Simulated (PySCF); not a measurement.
# C₃H₉NO₂Si: magnetic properties

Wanted: magnetic properties for C₃H₉NO₂Si (`[H]/N=C\CCO[SiH2]O`).

Programs: PySCF 2.14.0, with routines of our own; each step states its level. All values are computed. Atoms count from 0.

## 1. The starting structure

16 atoms, charge 0, multiplicity 1; geometry from: GFN2-xTB.

## 2. Magnetic properties: GIAO HF/pcSseg-1

The job: settings as JSON, then the geometry in Å.

```
{"job": {"kind": "mag", "xc": "HF", "basis": "pcSseg-1", "isotopologues": 2}, "charge": 0, "multiplicity": 1}
N      2.718709     1.693388    -0.513025
C      1.623587     1.098253    -0.625341
C      1.372245    -0.373785    -0.779039
C      0.314314    -0.854067     0.217572
O     -0.912129    -0.265031    -0.077788
Si    -2.283670    -0.327508     0.797775
O     -3.338600     0.555096    -0.050509
H      3.541400     1.089634    -0.533996
H      0.729334     1.713979    -0.604491
H      0.997244    -0.554984    -1.790179
H      2.294847    -0.941675    -0.635472
H      0.620915    -0.596676     1.239525
H      0.221105    -1.946087     0.159975
H     -2.824138    -1.680754     0.870549
H     -2.053176     0.251101     2.121516
H     -3.029587     1.148061    -0.731338
```

Method: GIAO HF/pcSseg-1 magnetisability, rotational g tensor and spin-rotation constants, non-relativistic, gas phase.

The run is started by

```bash
OMP_NUM_THREADS=1 python excited_run.py task.json out
```

This one command runs all jobs of the session in turn.

Standard output:

```text
final grid: 127312 points
cycle   1  E = -611.7893704812  dE =  1.267e+00  |g| = 8.030e-01  |ddm| = 3.418e+00
cycle   2  E = -611.9049332487  dE = -1.156e-01  |g| = 4.656e-01  |ddm| = 7.693e-01
cycle   3  E = -611.9438445828  dE = -3.891e-02  |g| = 7.503e-02  |ddm| = 3.242e-01
cycle   4  E = -611.9458360696  dE = -1.991e-03  |g| = 2.072e-02  |ddm| = 1.038e-01
cycle   5  E = -611.9459765757  dE = -1.405e-04  |g| = 6.588e-03  |ddm| = 3.203e-02
cycle   6  E = -611.9460022824  dE = -2.571e-05  |g| = 3.743e-03  |ddm| = 1.120e-02
cycle   7  E = -611.9460094961  dE = -7.214e-06  |g| = 1.099e-03  |ddm| = 7.495e-03
cycle   8  E = -611.9460103703  dE = -8.741e-07  |g| = 3.868e-04  |ddm| = 2.324e-03
cycle   9  E = -611.9460104488  dE = -7.855e-08  |g| = 8.777e-05  |ddm| = 7.410e-04
cycle  10  E = -611.9460104526  dE = -3.792e-09  |g| = 3.378e-05  |ddm| = 1.627e-04
cycle  11  E = -611.9460104530  dE = -4.206e-10  |g| = 1.035e-05  |ddm| = 5.054e-05
converged SCF energy = -611.9460104530

Magnetisability tensor (1e-30 J/T^2)
    -1011.27       -1.05       -8.00
       -1.05    -1087.90       10.67
       -8.00       10.67    -1154.75
isotropic -1084.64   principal values   -1156.83  -1086.31  -1010.79
isotropic susceptibility -65.319 1e-6 cm^3/mol

Inertial axes            a          b          c
rot. const./GHz      5.3170     0.8831     0.8108
chi total           -61.288    -65.720    -68.948
chi diamagnetic    -341.280  -1427.661  -1549.093
chi paramagnetic    279.992   1361.942   1480.145
quadrupole/D A      -11.516      6.815      4.702
g nuclear            0.6295     0.5507     0.5524
g electronic        -0.6994    -0.5650    -0.5638
g total             -0.0699    -0.0143    -0.0114

Spin-rotation constants (kHz, H = +C I.J)
atom  isotope        aa         bb         cc
  0    14N        1.452      0.187      0.049
  7     1H        0.265      0.017     -0.103
  8     1H        0.009      0.012     -0.082
  9     1H       -0.592     -0.101      0.031
 10     1H       -0.247     -0.030     -0.101
 11     1H       -0.517     -0.101      0.035
 12     1H       -0.488      0.018     -0.073
 13     1H       -0.255     -0.003     -0.074
 14     1H       -0.481     -0.083      0.034
 15     1H       -0.493     -0.044     -0.075
  1    13C*       2.122      0.447      0.158
  2    13C*       0.885      0.136      0.151
  3    13C*       0.939      0.158      0.162
  4    17O*      -0.383     -0.062     -0.037
  5   29Si*      -2.841     -0.472     -0.442
  6    17O*      -0.218     -0.065     -0.059
* in the singly substituted isotopologue

Isotopologues: g along a, b, c
2H    at 7,8,9,10,11,12    -0.0564    -0.0130    -0.0104
15N   at 0                 -0.0689    -0.0140    -0.0112
```

It took 22 s on 1 thread of Arm Neoverse N1, shared host; peak memory 0.8 GiB.

Key values:

| quantity | value |
| --- | --- |
| magnetisability | -1085·10⁻³⁰ J/T² |
| molar susceptibility | -65.3·10⁻⁶ cm³/mol |
| rotational g (a, b, c) | -0.0699, -0.0143, -0.0114 |

## 3. Magnetic properties: GIAO CAM-B3LYP/pcSseg-1

The job, as its differences from that of step 2:

```diff
@@ -1,2 +1,2 @@
-{"job": {"kind": "mag", "xc": "HF", "basis": "pcSseg-1", "isotopologues": 2}, "charge": 0, "multiplicity": 1}
+{"job": {"kind": "mag", "xc": "CAM-B3LYP", "basis": "pcSseg-1", "scf": {"guess": "sap", "damp": 0.1}}, "charge": 0, "multiplicity": 1}
 N      2.718709     1.693388    -0.513025
```

Method: GIAO CAM-B3LYP/pcSseg-1 magnetisability, rotational g tensor and spin-rotation constants, non-relativistic, gas phase.

Standard output:

```text
damping 0.10 in the first 6 cycles
final grid: 127312 points
cycle   1  E = -604.8285493803  dE =  6.847e+00  |g| = 4.827e+00  |ddm| = 2.284e+01
cycle   2  E = -565.7882858205  dE =  3.904e+01  |g| = 1.104e+01  |ddm| = 2.453e+01
cycle   3  E = -497.6911515035  dE =  6.810e+01  |g| = 1.387e+01  |ddm| = 2.463e+01
cycle   4  E = -357.6416999795  dE =  1.400e+02  |g| = 2.106e+01  |ddm| = 2.980e+01
cycle   5  E = -229.6900943352  dE =  1.280e+02  |g| = 2.796e+01  |ddm| = 3.426e+01
cycle   6  E = -187.1041158760  dE =  4.259e+01  |g| = 2.475e+01  |ddm| = 3.270e+01
cycle   7  E = -55.2939628623  dE =  1.318e+02  |g| = 3.462e+01  |ddm| = 3.498e+01
cycle   8  E = -473.2280085947  dE = -4.179e+02  |g| = 1.725e+01  |ddm| = 2.661e+01
cycle   9  E = -489.2973486762  dE = -1.607e+01  |g| = 1.409e+01  |ddm| = 5.168e+01
cycle  10  E = -546.3472218891  dE = -5.705e+01  |g| = 1.094e+01  |ddm| = 4.675e+01
cycle  11  E = -594.0585658338  dE = -4.771e+01  |g| = 7.355e+00  |ddm| = 1.960e+01
cycle  12  E = -601.7603589586  dE = -7.702e+00  |g| = 5.179e+00  |ddm| = 1.585e+01
cycle  13  E = -613.8233484944  dE = -1.206e+01  |g| = 1.411e+00  |ddm| = 7.509e+00
cycle  14  E = -614.1054484650  dE = -2.821e-01  |g| = 9.380e-01  |ddm| = 1.914e+00
cycle  15  E = -614.2863799243  dE = -1.809e-01  |g| = 2.550e-01  |ddm| = 7.192e-01
cycle  16  E = -614.2986533290  dE = -1.227e-02  |g| = 1.334e-01  |ddm| = 2.543e-01
cycle  17  E = -614.3027941482  dE = -4.141e-03  |g| = 3.541e-02  |ddm| = 1.379e-01
cycle  18  E = -614.3030828898  dE = -2.887e-04  |g| = 1.735e-02  |ddm| = 5.347e-02
cycle  19  E = -614.3031391851  dE = -5.630e-05  |g| = 5.074e-03  |ddm| = 1.405e-02
cycle  20  E = -614.3031446627  dE = -5.478e-06  |g| = 1.357e-03  |ddm| = 5.254e-03
cycle  21  E = -614.3031450695  dE = -4.069e-07  |g| = 3.862e-04  |ddm| = 1.357e-03
cycle  22  E = -614.3031451034  dE = -3.389e-08  |g| = 9.775e-05  |ddm| = 4.323e-04
cycle  23  E = -614.3031451059  dE = -2.503e-09  |g| = 3.240e-05  |ddm| = 1.296e-04
cycle  24  E = -614.3031451062  dE = -3.010e-10  |g| = 1.070e-05  |ddm| = 3.737e-05
converged SCF energy = -614.3031451062

Magnetisability tensor (1e-30 J/T^2)
     -949.55        4.10       -8.71
        4.10    -1057.92        6.99
       -8.71        6.99    -1106.85
isotropic -1038.11   principal values   -1108.37  -1057.01   -948.94
isotropic susceptibility -62.516 1e-6 cm^3/mol

Inertial axes            a          b          c
rot. const./GHz      5.3170     0.8831     0.8108
chi total           -57.527    -63.825    -66.198
chi diamagnetic    -340.912  -1426.194  -1547.687
chi paramagnetic    283.385   1362.370   1481.490
quadrupole/D A      -10.306      6.157      4.149
g nuclear            0.6295     0.5507     0.5524
g electronic        -0.7079    -0.5652    -0.5643
g total             -0.0784    -0.0144    -0.0119

Spin-rotation constants (kHz, H = +C I.J)
atom  isotope        aa         bb         cc
  0    14N        1.534      0.182      0.055
  7     1H        0.341      0.015     -0.105
  8     1H        0.045      0.010     -0.080
  9     1H       -0.579     -0.102      0.036
 10     1H       -0.231     -0.028     -0.103
 11     1H       -0.503     -0.099      0.040
 12     1H       -0.476      0.022     -0.071
 13     1H       -0.224      0.001     -0.071
 14     1H       -0.448     -0.079      0.038
 15     1H       -0.505     -0.044     -0.077
  1    13C*       2.309      0.448      0.178
  2    13C*       1.012      0.151      0.173
  3    13C*       1.052      0.178      0.185
  4    17O*      -0.512     -0.080     -0.054
  5   29Si*      -3.155     -0.530     -0.502
  6    17O*      -0.210     -0.078     -0.067
* in the singly substituted isotopologue
```

It took 85 s on 1 thread of Arm Neoverse N1, shared host; peak memory 0.81 GiB.

Key values:

| quantity | value |
| --- | --- |
| magnetisability | -1038·10⁻³⁰ J/T² |
| molar susceptibility | -62.5·10⁻⁶ cm³/mol |
| rotational g (a, b, c) | -0.0784, -0.0144, -0.0119 |

## 4. The levels compared

| level | ξ (10⁻³⁰ J/T²) | g(a) | g(b) | gap (eV) | functions | time |
| --- | --- | --- | --- | --- | --- | --- |
| GIAO HF/pcSseg-1 | -1085 | -0.0699 | -0.0143 | 14.84 | 171 | 22 s |
| GIAO CAM-B3LYP/pcSseg-1 | -1038 | -0.0784 | -0.0144 | 9.87 | 171 | 85 s |

## 5. Summary of results

| quantity | value |
| --- | --- |
| magnetisability (step 2, GIAO HF/pcSseg-1) | -1085·10⁻³⁰ J/T² |
| molar susceptibility (step 2, GIAO HF/pcSseg-1) | -65.3·10⁻⁶ cm³/mol |
| rotational g (a, b, c) (step 2, GIAO HF/pcSseg-1) | -0.0699, -0.0143, -0.0114 |
| magnetisability over the levels | -1085 to -1038·10⁻³⁰ J/T² |

The magnetisability spreads by 4.4 % over 2 levels, from GIAO HF/pcSseg-1 (22 s) to GIAO CAM-B3LYP/pcSseg-1 (85 s); the runs took 22 s to 85 s. Two levels can agree by chance, so this spread shows no convergence. Vibrational averaging and real surroundings are missing from these values.
